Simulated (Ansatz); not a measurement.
# TiCo2: lattice vibrations and screening

This session takes TiCo2 and sets out to find the equilibrium cell, relax to small forces and stress and compute the phonons at Γ and, if it has a gap, its response to an electric field.

Computed with Ansatz 0.2.0 (DFT LDA, scalar-relativistic, plane waves, PAW, unless a step's input says otherwise).

## (1) The structure to begin with

The structure is cubic, space group Fd-3m (No. 227). Conventional cell: a = 6.704 Å, b = 6.704 Å, c = 6.704 Å, α = 90.00°, β = 90.00°, γ = 90.00°. Ti (site symmetry -43m) has 12 Co at 2.78 Å and 4 Ti at 2.90 Å as nearest neighbours. Co (site symmetry -3m) is surrounded by 6 Co at 2.37 Å.

As a file:

```
CELL_PARAMETERS angstrom
0.00000 3.35200 3.35200
3.35200 0.00000 3.35200
3.35200 3.35200 0.00000
ATOMIC_POSITIONS crystal
Ti 0.50000 0.50000 0.50000
Ti 0.75000 0.75000 0.75000
Co 0.12500 0.12500 0.12500
Co 0.62500 0.12500 0.12500
Co 0.12500 0.12500 0.62500
Co 0.12500 0.62500 0.12500
```

Source of the structure: the Crystallography Open Database.

(A quick probe on a coarse mesh, which set the mesh and smearing, is not shown.)

## (3) Coarse relaxation

input.yaml reads:

```yaml
crystal:
  lattice:
    - [0.0, 3.352, 3.352]
    - [3.352, 0.0, 3.352]
    - [3.352, 3.352, 0.0]
  atoms:
    - { symbol: Ti, position: [0.5, 0.5, 0.5], spin: -0.03 }
    - { symbol: Ti, position: [0.75, 0.75, 0.75], spin: -0.03 }
    - { symbol: Co, position: [0.125, 0.125, 0.125], spin: 0.12 }
    - { symbol: Co, position: [0.625, 0.125, 0.125], spin: 0.12 }
    - { symbol: Co, position: [0.125, 0.125, 0.625], spin: 0.12 }
    - { symbol: Co, position: [0.125, 0.625, 0.125], spin: 0.12 }
basis:
  ecutwfc: 420
kpoints:
  mp_grid: { grid: [6, 6, 6] }
hamiltonian:
  xc: lda
scf:
  occupations: { method: gaussian, width: 0.1 }
output:
  forces: true
  stress: true
  eigenvalues: true
  populations: true
magnetization:
  spin_polarized: true
relax:
  adjacent_minimum: "off"
  f_tol: 0.05
  max_steps: 80
  cell: { stress_tol: 0.5 }
```

On the command line:

```sh
$ ansatz run input.yaml --threads 2 --pin off --max-ram 6144MiB --backend cpu --events-out ev --progress --plain --runs-dir out
```

The session goes on with these runs: the relaxation; tight relaxation for the response runs, with the smearing for a metal; phonons at the zone centre.

**Question.** What will these runs give? Wanted: relaxed cell; volume; formation energy; optical modes at Γ.

As calculated:

| quantity | value |
| --- | --- |
| relaxed cell (conventional) | a = 6.495 Å, b = 6.495 Å, c = 6.495 Å, α = 90.00°, β = 90.00°, γ = 90.00° |
| space group (0.01 Å) | Fd-3m (No. 227) |
| volume | 11.42 Å³/atom |
| formation energy (elements from runs with the same settings, not shown) | -0.40 eV/atom |
| optical modes at Γ | 13i to 407 cm⁻¹ |

**Reading.** The relaxed volume is 9.1 % smaller than at the start. A change this large, from a start under high stress, points beyond the functional: the entry may be disordered, lack atoms or hold sites in another order than in this ordered cell, or the electronic state differs. The lowest optical mode at Γ is slightly imaginary (13i cm⁻¹), within the noise of mesh and smearing: no sure sign of an instability. Some metallic runs here have no spin polarisation while others do, so their energies compare only roughly. For a metal these values are sensitive to the k mesh.
